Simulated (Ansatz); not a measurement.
# CH7NSi2: the cost of one run

Program: Ansatz 0.2.0 through its Python package. Level of theory: PBE0+D3(BJ)/cc-pVTZ. These are calculated values, not measurements.

### 1 Starting point

Bond lengths: C1–N2 1.248 Å, N2–Si3 1.731 Å, Si3–Si4 2.345 Å, C1–H5 1.082 Å, C1–H6 1.175 Å, Si3–H7 1.442 Å, Si3–H8 1.538 Å, Si4–H9 1.499 Å, Si4–H10 1.415 Å, Si4–H11 1.496 Å. Angles (14 of 16 angles, heavy atoms first): C1–N2–Si3 114.2°, N2–Si3–Si4 114.1°, N2–C1–H5 129.6°, N2–C1–H6 118.1°, N2–Si3–H7 108.8°, N2–Si3–H8 105.5°, Si4–Si3–H7 113.2°, Si4–Si3–H8 107.4°, Si3–Si4–H9 106.7°, Si3–Si4–H10 113.2°, Si3–Si4–H11 108.3°, H5–C1–H6 112.1°, H7–Si3–H8 107.3°, H9–Si4–H10 111.3°.

ch7nsi2.xyz, read by the script:

```xyz
11

C    -0.92810    2.13720    0.60760
N    -0.44310    1.33940   -0.22000
Si   -0.08620   -0.22460    0.42920
Si    0.98060   -1.66730   -1.08030
H    -1.20230    1.97560    1.64210
H    -1.24110    3.20440    0.22880
H    -1.29190   -0.78160    0.99150
H     0.88760    0.02540    1.59340
H     0.00360   -1.93330   -2.18520
H     2.19660   -1.14710   -1.58360
H     1.18970   -2.98510   -0.40300
```

### 2 The script

run_bde.py

```python
import ansatz

SETTINGS = {
    "basis": "cc-pVTZ",
    "xc": "PBE0",
    "vdw": "d3bj",
}


def single_point(molecule, charge=0, unpaired=0):
    calc = (
        molecule.calculation()
        .basis(gaussian=SETTINGS["basis"])
        .functional(SETTINGS["xc"], dispersion=SETTINGS["vdw"])
    )
    if charge:
        calc = calc.charge(charge)
    if unpaired:
        calc = calc.spin("collinear", total=unpaired)
    report = calc.run(threads=1, backend="cpu").report
    if report["published_state_doubts"]:
        print("  doubts:", report["published_state_doubts"])
    return report["free_energy_ev"]

def without(molecule, index):
    rest = ansatz.Crystal.molecule()
    for i, site in enumerate(molecule.cartesian_sites):
        if i != index:
            rest = rest.atom(site.symbol, site.position_ang)
    return rest

mol = ansatz.Crystal.molecule_from_extxyz("ch7nsi2.xyz")

whole = single_point(mol, 0)
hydrogen = single_point(ansatz.Crystal.molecule().atom("H", (0, 0, 0)), 0, 1)
print(f"E(molecule) = {whole:.5f} eV, E(H) = {hydrogen:.5f} eV")
for index in [5, 7, 10]:
    radical = single_point(without(mol, index), 0, 1)
    print(f"H{index}: homolysis {(radical + hydrogen - whole):.3f} eV")
```

### 3 The calls as engine input

The engine receives this input (first run):

```yaml
crystal:
  periodic: [false, false, false]
  atoms:
    - { symbol: C, position_ang: [-0.9281, 2.1372, 0.6076] }
    - { symbol: "N", position_ang: [-0.4431, 1.3394, -0.22] }
    - { symbol: Si, position_ang: [-0.0862, -0.2246, 0.4292] }
    - { symbol: Si, position_ang: [0.9806, -1.6673, -1.0803] }
    - { symbol: H, position_ang: [-1.2023, 1.9756, 1.6421] }
    - { symbol: H, position_ang: [-1.2411, 3.2044, 0.2288] }
    - { symbol: H, position_ang: [-1.2919, -0.7816, 0.9915] }
    - { symbol: H, position_ang: [0.8876, 0.0254, 1.5934] }
    - { symbol: H, position_ang: [0.0036, -1.9333, -2.1852] }
    - { symbol: H, position_ang: [2.1966, -1.1471, -1.5836] }
    - { symbol: H, position_ang: [1.1897, -2.9851, -0.403] }
basis:
  gaussian:
    orbitals: cc-pVTZ
hamiltonian:
  xc: pbe0
  dispersion: d3bj
```

### 4 The run

Run with:

```bash
> python run_bde.py
```

**Question.** How long does this script take on 1 thread of Arm Neoverse V1, shared host, and how much memory does it need?

About 54 s, with a peak of 0.65 GiB.
